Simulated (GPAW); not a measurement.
Crystal: TiO2.

```
CELL_PARAMETERS angstrom
-1.89210 1.89210 4.75730
1.89210 -1.89210 4.75730
1.89210 1.89210 -4.75730
ATOMIC_POSITIONS crystal
Ti 0.00000 0.00000 0.00000
Ti 0.75000 0.25000 0.50000
O 0.20810 0.20810 0.00000
O 0.95810 0.45810 0.50000
O 0.54190 0.04190 0.50000
O 0.79190 0.79190 0.00000
```

Base run:

| Item | Value |
| --- | --- |
| Program | GPAW 26.7.0 |
| Functional | GLLB-SC |
| Potentials or basis | the program's PAW data sets (release 1.2.1) made for this functional |
| Cutoff | 800 eV |
| Basis | pw |
| k mesh | 6 × 6 × 6 |
| Occupations | fermi-dirac, width 0.05 eV |
| Spin | no spin polarisation |

Its results: band gap on the k mesh, kohn-sham part alone 3.42 eV, indirect (least direct gap 3.70 eV).

**Question.** The run is repeated on the same cell with these changes: functional from GLLB-SC to TB-mBJ; potentials or basis from the program's PAW data sets (release 1.2.1) made for this functional to GPAW PAW data sets for LDA (gpaw-data 1.2.1). What comes out?

**Answer.** Band gap on the k mesh 3.01 eV, indirect (least direct gap 3.31 eV).

Caveats: a model potential gives levels but no total energy.

A k mesh can miss the band edges.

Not every run made on this cell is shown here.
